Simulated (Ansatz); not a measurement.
# F2H6HfO2Si2: the cost of one run

All numbers below are computed with Ansatz 0.2.0 (RKS PBE/def2-SVP).

### 1 The structure to begin with

Bond lengths: Hf1–O2 2.070 Å, Hf1–Si3 3.331 Å, O2–Si3 1.680 Å, Si3–H4 1.460 Å, Si3–H5 1.460 Å, Si3–H6 1.460 Å, Hf1–F7 1.980 Å, Hf1–O8 2.069 Å, Hf1–Si9 3.330 Å, O8–Si9 1.680 Å, Si9–H10 1.460 Å, Si9–H11 1.460 Å, Si9–H12 1.460 Å, Hf1–F13 1.979 Å. Angles (14 of 37 angles, heavy atoms first): Hf1–O2–Si3 125.0°, O2–Hf1–Si3 24.4°, O2–Hf1–F7 109.4°, O2–Hf1–O8 109.5°, O2–Hf1–Si9 110.6°, O2–Hf1–F13 109.5°, Si3–Hf1–F7 132.5°, Si3–Hf1–O8 102.5°, Si3–Hf1–Si9 94.4°, Si3–Hf1–F13 91.0°, F7–Hf1–O8 109.5°, F7–Hf1–Si9 127.9°, F7–Hf1–F13 109.5°, O8–Hf1–Si9 24.4°.

Structure file:

```xyz
13

Hf    0.0000    0.0000    0.0000
O     0.0000    0.0000    2.0700
Si   -1.3147   -0.4067    3.0336
H    -2.2390   -1.2403    2.2704
H    -0.8506   -1.1432    4.2057
H    -1.9987    0.8095    3.4633
F     1.8671    0.0000   -0.6593
O    -0.9750    1.6891   -0.6893
Si   -2.5839    1.7445   -1.1695
H    -3.3961    0.9604   -0.2437
H    -3.0456    3.1296   -1.1677
H    -2.7103    1.1918   -2.5149
F    -0.9326   -1.6157   -0.6593
```

### 2 Preparing the start

File input.yaml:

```yaml
crystal:
  periodic: [false, false, false]
  atoms:
    - { symbol: Hf, position_ang: [0.0, 0.0, 0.0] }
    - { symbol: O, position_ang: [0.0, 0.0, 2.07] }
    - { symbol: Si, position_ang: [-1.3147, -0.4067, 3.0336] }
    - { symbol: H, position_ang: [-2.239, -1.2403, 2.2704] }
    - { symbol: H, position_ang: [-0.8506, -1.1432, 4.2057] }
    - { symbol: H, position_ang: [-1.9987, 0.8095, 3.4633] }
    - { symbol: F, position_ang: [1.8671, 0.0, -0.6593] }
    - { symbol: O, position_ang: [-0.975, 1.6891, -0.6893] }
    - { symbol: Si, position_ang: [-2.5839, 1.7445, -1.1695] }
    - { symbol: H, position_ang: [-3.3961, 0.9604, -0.2437] }
    - { symbol: H, position_ang: [-3.0456, 3.1296, -1.1677] }
    - { symbol: H, position_ang: [-2.7103, 1.1918, -2.5149] }
    - { symbol: F, position_ang: [-0.9326, -1.6157, -0.6593] }
basis:
  gaussian: { orbitals: def2-SVP }
hamiltonian:
  xc: pbe
relax:
  f_tol: 0.02
  max_steps: 40
output:
  orbitals: {}
```

Started as:

```
ansatz run input.yaml --threads 4 --pin off --max-ram 5120MiB --backend cpu --events-out ev --progress --plain --runs-dir out
```

**Question.** How long does this run take on 4 threads of Arm Neoverse V2, shared host, and how much memory does it need?

About 41 s, with a peak of 0.24 GiB.
